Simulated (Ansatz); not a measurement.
# C2H6BN: up Jacob's ladder to CCSD(T)

How much do the methods differ for C2H6BN? The plan is to run it at one geometry with functionals of several rungs and with coupled cluster, and see how far each lands from CCSD(T) at the basis-set limit for the atomisation energy.

The runs use Ansatz 0.2.0, Gaussian basis; functionals in def2-TZVPP, the program's frozen cores in correlated methods.

Plan: LDA (SPW92), PBE-D4, revPBE-D4, BLYP-D4, r2SCAN-D4, B97M-V, PBE0-D4, B3LYP-D4, r2SCANh-D4, r2SCAN0-D4, HSE06-D4, BHLYP-D4, CAM-B3LYP-D4, LC-ωPBE, ωB97X-V, ωB97M-V, B2PLYP, PBE-QIDH; CCSD(T)/def2-SVP; CCSD(T)/def2-TZVPP; MP2/def2-QZVPP; extrapolation to the limit; RPA on PBE.

**1. The relaxed structure**

All runs share one geometry, relaxed beforehand with PBE0-D4 in a triple-zeta def2 set.

SMILES `C=NBC`, 10 atoms, charge 0, spin multiplicity 1.

Atoms are counted from 1 here; the program's logs count them from 0.

Bond lengths: C1–N2 1.240 Å, C1–H5 1.095 Å, C1–H6 1.095 Å, N2–B3 1.359 Å, B3–C4 1.573 Å, B3–H7 1.202 Å, C4–H8 1.095 Å, C4–H9 1.091 Å, C4–H10 1.095 Å. Angles: N2–C1–H5 121.6°, N2–C1–H6 121.6°, H5–C1–H6 116.8°, C1–N2–B3 180.0°, N2–B3–C4 122.2°, N2–B3–H7 116.1°, C4–B3–H7 121.8°, B3–C4–H8 109.9°, B3–C4–H9 113.8°, B3–C4–H10 110.0°, H8–C4–H9 108.4°, H8–C4–H10 105.9°, H9–C4–H10 108.4°.

**2. LDA**

This LDA is Slater exchange with PW92 correlation.

in.yaml reads:

```yaml
crystal:
  periodic: [false, false, false]
  atoms:
    - {symbol: C, position_ang: [-1.212075, 0.914999, -1.429798]}
    - {symbol: N, position_ang: [-0.383705, 0.214184, -0.829355]}
    - {symbol: B, position_ang: [0.523891, -0.554664, -0.172123]}
    - {symbol: C, position_ang: [0.741498, -0.449234, 1.382644]}
    - {symbol: H, position_ang: [-0.944003, 1.892269, -1.844364]}
    - {symbol: H, position_ang: [-2.246366, 0.585480, -1.572846]}
    - {symbol: H, position_ang: [1.153598, -1.323090, -0.848227]}
    - {symbol: H, position_ang: [0.561687, -1.422132, 1.851632]}
    - {symbol: H, position_ang: [0.102866, 0.291011, 1.867578]}
    - {symbol: H, position_ang: [1.785710, -0.200024, 1.597759]}
basis:
  gaussian: {orbitals: def2-TZVPP}
hamiltonian: {xc: lda}
output: {orbitals: {seedname: orbitals}}
```

Command:

```console
$ ansatz run in.yaml --threads 2 --pin off --events-out ev --progress --plain --max-ram 4352MiB
```

The runs that follow: PBE-D4 (GGA); revPBE-D4 (GGA); BLYP-D4 (GGA); r2SCAN-D4 (meta-GGA); B97M-V (meta-GGA); PBE0-D4 (hybrid); B3LYP-D4 (hybrid); r2SCANh-D4 (hybrid); r2SCAN0-D4 (hybrid); HSE06-D4 (hybrid); BHLYP-D4 (hybrid); CAM-B3LYP-D4 (range-separated); LC-ωPBE (range-separated); ωB97X-V (range-separated); ωB97M-V (range-separated); B2PLYP (double hybrid); PBE-QIDH (double hybrid); CCSD(T) in def2-SVP; CCSD(T) in def2-TZVPP; MP2 in def2-QZVPP; RPA on PBE orbitals.

**Question.** What will the summary of the whole plan be? Wanted: atomisation energy, CCSD(T)/CBS; farthest beyond LDA; mean size of error, GGA; mean size of error, meta-GGA; mean size of error, hybrid; mean size of error, range-separated; mean size of error, double hybrid; gap, smallest and largest; T1 diagnostic.

The runs gave:

| quantity | value |
| --- | --- |
| atomisation energy, CCSD(T)/CBS | 3926.6 kJ/mol |
| functionals within 19.6 kJ/mol (0.5 %) | r2SCANh-D4, LC-ωPBE, B2PLYP, PBE-QIDH |
| farthest beyond LDA | PBE-D4 (+128.6 kJ/mol) |
| mean size of error, GGA | 72.4 kJ/mol |
| mean size of error, meta-GGA | 37.6 kJ/mol |
| mean size of error, hybrid | 43.1 kJ/mol |
| mean size of error, range-separated | 33.7 kJ/mol |
| mean size of error, double hybrid | 1.4 kJ/mol |
| gap, smallest and largest | 4.35 eV (LDA (SPW92)), 11.97 eV (LC-ωPBE) |
| T1 diagnostic | 0.0142 |
| triples share of the correlation energy | 4.1 % |

What this shows: LDA overbinds by 577.0 kJ/mol (15 %). PBE-D4 misses by +128.6 kJ/mol. Double hybrids carry the basis error of their MP2 part in triple zeta, and no dispersion term here, so their miss is partly the set-up's. By mean error the best rung here is double hybrid (1.4 kJ/mol) and the worst beyond LDA is GGA (72.4 kJ/mol). Misses under about 19.6 kJ/mol are within the doubt on the reference itself, which lacks core-valence correlation, relativity and higher excitations. Hartree-Fock recovers 74 % of the binding; the rest is correlation. CCSD(T) in def2-SVP is off by -156.2 kJ/mol, more than most functionals: a good method in a small basis is no reference. Orbital gaps span 4.3 to 12.0 eV; exact exchange widens them.
